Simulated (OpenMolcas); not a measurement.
# SnO (tin(ii) oxide), step by step

We compute the energy (HF/ANO-RCC-MB), then the energy (CASSCF(2,2)/ANO-RCC-VDZ), then the energy (CASPT2(2,2)/ANO-RCC-VDZ) of SnO (tin(ii) oxide). 

The results are computed with OpenMolcas 26.06.

### 1 The molecule

The species is SnO (2 atoms), meant as a singlet with charge 0. SMILES: `[O]=[Sn]`. The shape is that of a PBE0-D4/def2-TZVP optimisation.

Bond lengths: O1–Sn2 1.818 Å.

### 2 The energy at HF/ANO-RCC-MB (DKH2) (run 1)

File mol.xyz:

```xyz
2

O      0.000000     0.000000    -0.007080
Sn     0.000000     0.000000     1.810660
```

File step1.input:

```
* OSn Hartree-Fock
>>> EXPORT MOLCAS_PRINT=2
&GATEWAY
COORD = mol.xyz
BASIS = ANO-RCC-MB
GROUP = NoSym
&SEWARD
&SCF
PRORBITALS = 0
```

Started as:

```console
$ export MOLCAS_MEM=1860
$ pymolcas step1.input > step1.log
```

What it wrote, shortened:

```text
--- Start Module: gateway ---
[...]
--- Stop Module: gateway /rc=_RC_ALL_IS_WELL_ ---
--- Start Module: seward ---
[...]
      Basis functions           32
--- Stop Module: seward /rc=_RC_ALL_IS_WELL_ ---
[...]
--- Start Module: scf ---
[...]
       Convergence after  11 Iterations
[...]
::    Total SCF energy                              -6247.2562063061
[...]
      Total spin, S                                     0.0000000000
[...]
      Total electronic charge=   58.000000
      Total            charge=   -0.000000
[...]
      Dipole Moment (debye):
      Origin of the operator (angstrom)=    0.0000    0.0000    1.5967
                   X= -9.0006E-11               Y=  3.2528E-12               Z=  3.1460E+00           Total=  3.1460E+00
      Quadrupole Moment (debye*angstrom):
[...]
--- Stop Module: scf /rc=_RC_ALL_IS_WELL_ ---
[...]
```

It took 2.8 s on 1 thread of Arm Neoverse V2, shared host; peak memory 0.38 GiB.

### 3 A single-point energy at CASSCF(2,2)/ANO-RCC-VDZ (DKH2, RICD fitting) (run 2)

mol.xyz is that of step 2.

File step2.inp:

```
* OSn CASSCF
&gateway
coord
mol.xyz
basis
ANO-RCC-MB
group
NoSym
&seward
&rasscf
fileorb
$CurrDir/step1.ScfOrb
alter
1
1 30 32
spin
1
nactel
2 0 0
inactive
28
ras2
2
orblisting
Nothing
>>> COPY $Project.RunFile RUNFIL1
>>> COPY $Project.RasOrb INPORB
&gateway
coord
mol.xyz
basis
ANO-RCC-VDZ
group
NoSym
ricd
&seward
>>> COPY $Project.RunFile RUNFIL2
&expbas
&rasscf
fileorb
$Project.ExpOrb
spin
1
nactel
2 0 0
inactive
28
ras2
2
orblisting
Nothing
orbappear
Compact
```

Started as:

```console
$ export MOLCAS_MEM=1860
$ pymolcas step2.inp > step2.log
```

What it wrote, shortened:

```text
--- Start Module: gateway ---
[...]
--- Stop Module: gateway /rc=_RC_ALL_IS_WELL_ ---
[...]
      Basis functions           32
[...]
      Number of active orbitals                  2
[...]
      Spin quantum number                      0.0
[...]
      Active orbitals                            2
[...]
      Number of CSFs                             3
[...]
      Number of root(s) required                 1
[...]
      Convergence after 29 iterations
[...]
      printout of CI-coefficients larger than  0.05 for root  1
      energy=   -6247.270636
      conf/sym  11     Coeff  Weight
             1  20   0.99139 0.98285
             3  02  -0.13094 0.01715
      Natural orbitals and occupation numbers for root  1
      sym 1:   1.965707   0.034293
      ************************************************************************************************************************
      *                                                    Final results                                                     *
[...]
::    RASSCF root number  1 Total energy:  -6247.27063636
[...]
      Basis functions           40
[...]
--- Start Module: expbas ---
[...]
--- Stop Module: expbas /rc=_RC_ALL_IS_WELL_ ---
--- Start Module: rasscf ---
[...]
      Convergence after 20 iterations
[...]
      Natural orbitals and occupation numbers for root  1
      sym 1:   1.968389   0.031611
      ************************************************************************************************************************
      *                                                    Final results                                                     *
[...]
::    RASSCF root number  1 Total energy:  -6247.34704788
[...]
      Total electronic charge=   58.000000
      Total            charge=   -0.000000
[...]
      Dipole Moment (debye):
      Origin of the operator (angstrom)=    0.0000    0.0000    1.5967
                   X=  4.7405E-08               Y= -9.8477E-09               Z=  5.7645E+00           Total=  5.7645E+00
      Quadrupole Moment (debye*angstrom):
[...]
--- Stop Module: rasscf /rc=_RC_ALL_IS_WELL_ ---
[...]
```

Run time: 9.9 s. Hardware: 1 thread of Arm Neoverse V2, shared host; peak memory 0.38 GiB.

### 4 The energy at CASPT2(2,2)/ANO-RCC-VDZ (DKH2, RICD fitting, ipea shift 0.25 Eh, pt2 variant SS) (run 3)

mol.xyz is that of step 3.

File step3.input:

```
>>> EXPORT MOLCAS_PRINT=2

&GATEWAY
  Coord = mol.xyz
  Basis = ANO-RCC-VDZ
  Group = NoSym
  RICD

&SEWARD

&RASSCF
  FileOrb = $CurrDir/step2.RasOrb
  Spin = 1
  Nactel = 2 0 0
  Inactive = 28
  Ras2 = 2
  OrbListing = Nothing
  OrbAppear = Compact

&CASPT2
  Imaginary = 0.2
```

Started as:

```console
$ export MOLCAS_MEM=1860
$ pymolcas step3.input > step3.log
```

What it wrote, shortened:

```text
--- Start Module: gateway ---
[...]
--- Stop Module: gateway /rc=_RC_ALL_IS_WELL_ ---
[...]
      Basis functions           40
[...]
--- Start Module: rasscf ---
[...]
      Number of active orbitals                  2
[...]
      Spin quantum number                      0.0
[...]
      Active orbitals                            2
[...]
      Number of CSFs                             3
[...]
      Number of root(s) required                 1
[...]
      Convergence after  4 iterations
[...]
      printout of CI-coefficients larger than  0.05 for root  1
      energy=   -6247.347048
      conf/sym  11     Coeff  Weight
             1  20   0.99207 0.98419
             3  02  -0.12572 0.01581
      Natural orbitals and occupation numbers for root  1
      sym 1:   1.968388   0.031612
      ************************************************************************************************************************
      *                                                    Final results                                                     *
[...]
::    RASSCF root number  1 Total energy:  -6247.34704788
[...]
      Total electronic charge=   58.000000
      Total            charge=   -0.000000
[...]
      Dipole Moment (debye):
      Origin of the operator (angstrom)=    0.0000    0.0000    1.5967
                   X=  7.7030E-08               Y= -6.5375E-09               Z=  5.7645E+00           Total=  5.7645E+00
      Quadrupole Moment (debye*angstrom):
[...]
--- Stop Module: rasscf /rc=_RC_ALL_IS_WELL_ ---
--- Start Module: caspt2 ---
[...]
      E2 (Variational):          -0.1887213033
      Total energy:           -6247.5357691795
[...]
      Reference weight:           0.90568
[...]
::    CASPT2 Root  1     Total energy:  -6247.53576918
[...]
--- Stop Module: caspt2 /rc=_RC_ALL_IS_WELL_ ---
[...]
```

It took 6.3 s on 1 thread of Arm Neoverse V2, shared host; peak memory 0.33 GiB.

### 5 Outcome

```
                                                      quantity           value
                            run 1, HF/ANO-RCC-MB: total energy  -6247.25621 Eh
                           run 1, HF/ANO-RCC-MB: dipole moment          3.15 D
                             run 1, HF/ANO-RCC-MB: HOMO energy       -10.10 eV
                             run 1, HF/ANO-RCC-MB: LUMO energy         0.77 eV
                           run 1, HF/ANO-RCC-MB: HOMO–LUMO gap        10.87 eV
                  run 2, CASSCF(2,2)/ANO-RCC-VDZ: total energy  -6247.34705 Eh
run 2, CASSCF(2,2)/ANO-RCC-VDZ: dipole moment (CASSCF density)          5.76 D
                  run 3, CASPT2(2,2)/ANO-RCC-VDZ: total energy  -6247.53577 Eh
run 3, CASPT2(2,2)/ANO-RCC-VDZ: dipole moment (CASSCF density)          5.76 D
```
